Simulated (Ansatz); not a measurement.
# Cl₂H₃NSn: a ladder of functionals and wavefunction methods

One table from this session's results is given with a row withheld; the runs are named, their logs left out.

The runs use Ansatz 0.2.0, Gaussian basis; functionals in def2-TZVPP, the program's frozen cores in correlated methods.

Levels to be run: LDA (SPW92), PBE-D4, revPBE-D4, BLYP-D4, r2SCAN-D4, B97M-V, PBE0-D4, B3LYP-D4, r2SCANh-D4, r2SCAN0-D4, HSE06-D4, BHLYP-D4, CAM-B3LYP-D4, LC-ωPBE, ωB97X-V, ωB97M-V, B2PLYP, PBE-QIDH; CCSD(T)/def2-SVP; CCSD(T)/def2-TZVPP; MP2/def2-QZVPP; extrapolation to the limit; RPA on PBE.

## The geometry

The geometry comes from an earlier relaxation with PBE0-D4 in a triple-zeta def2 set; it is a stationary point, not always the lowest conformer. Sn takes the def2 core potential; no spin-orbit term is included.

7 atoms, charge 0, spin multiplicity 1.

Atoms are counted from 1 here; the program's logs count them from 0.

Bond lengths: N1–Sn2 2.000 Å, N1–H5 1.012 Å, N1–H6 1.012 Å, Sn2–Cl3 2.312 Å, Sn2–Cl4 2.312 Å, Sn2–H7 1.701 Å. Angles: Sn2–N1–H5 114.2°, Sn2–N1–H6 114.1°, H5–N1–H6 109.1°, N1–Sn2–Cl3 104.8°, N1–Sn2–Cl4 104.7°, N1–Sn2–H7 121.9°, Cl3–Sn2–Cl4 109.6°, Cl3–Sn2–H7 107.7°, Cl4–Sn2–H7 107.8°.

Set-up of the first run:

in.yaml reads:

```yaml
crystal:
  periodic: [false, false, false]
  atoms:
    - {symbol: N, position_ang: [-0.710587, 1.087626, 0.147927]}
    - {symbol: Sn, position_ang: [0.396999, -0.559454, -0.094331]}
    - {symbol: Cl, position_ang: [0.725155, -1.370441, 2.045555]}
    - {symbol: Cl, position_ang: [-0.960976, -2.010480, -1.275399]}
    - {symbol: H, position_ang: [-0.273610, 1.800360, 0.717764]}
    - {symbol: H, position_ang: [-1.026881, 1.503464, -0.718562]}
    - {symbol: H, position_ang: [1.911000, -0.518975, -0.868754]}
basis:
  gaussian: {orbitals: def2-TZVPP}
hamiltonian: {xc: lda}
output: {orbitals: {seedname: orbitals}}
```

Among the steps run: LDA; PBE-D4 (GGA); revPBE-D4 (GGA); BLYP-D4 (GGA); r2SCAN-D4 (meta-GGA); B97M-V (meta-GGA); PBE0-D4 (hybrid); B3LYP-D4 (hybrid); r2SCANh-D4 (hybrid); r2SCAN0-D4 (hybrid); HSE06-D4 (hybrid); BHLYP-D4 (hybrid); CAM-B3LYP-D4 (range-separated); LC-ωPBE-D4 (range-separated; the results give it without D4); ωB97X-V (range-separated); ωB97M-V (range-separated); B2PLYP (double hybrid); PBE-QIDH (double hybrid).

One table of the session follows, with a row left open; its other results are not shown here.

It belongs to the step «Orbital energies across the functionals». 

| functional | HOMO (eV) | gap (eV) |
| --- | --- | --- |
| LDA (SPW92) | -6.81 | 4.24 |
| PBE-D4 | -6.65 | 4.34 |
| revPBE-D4 | -6.59 | 4.38 |
| BLYP-D4 | -6.52 | 4.25 |
| r2SCAN-D4 | -6.99 | 4.93 |
| B97M-V | -7.08 | 5.05 |
| PBE0-D4 | -8.11 | 6.76 |
| B3LYP-D4 | -7.85 | 6.17 |
| r2SCANh-D4 | -7.53 | 5.81 |
| r2SCAN0-D4 | -8.34 | 7.14 |
| HSE06-D4 | -7.70 | 5.98 |
| BHLYP-D4 | -9.46 | 9.08 |
| CAM-B3LYP-D4 | ? | ? |
| LC-ωPBE | -10.96 | 11.91 |
| ωB97X-V | -10.58 | 11.38 |
| ωB97M-V | -10.45 | 11.10 |

Estimate the missing values for CAM-B3LYP-D4.

The run gave: HOMO (eV): -9.53; gap (eV): 9.19. In the column «HOMO (eV)» it lies between ωB97M-V (-10.45) and BHLYP-D4 (-9.46).
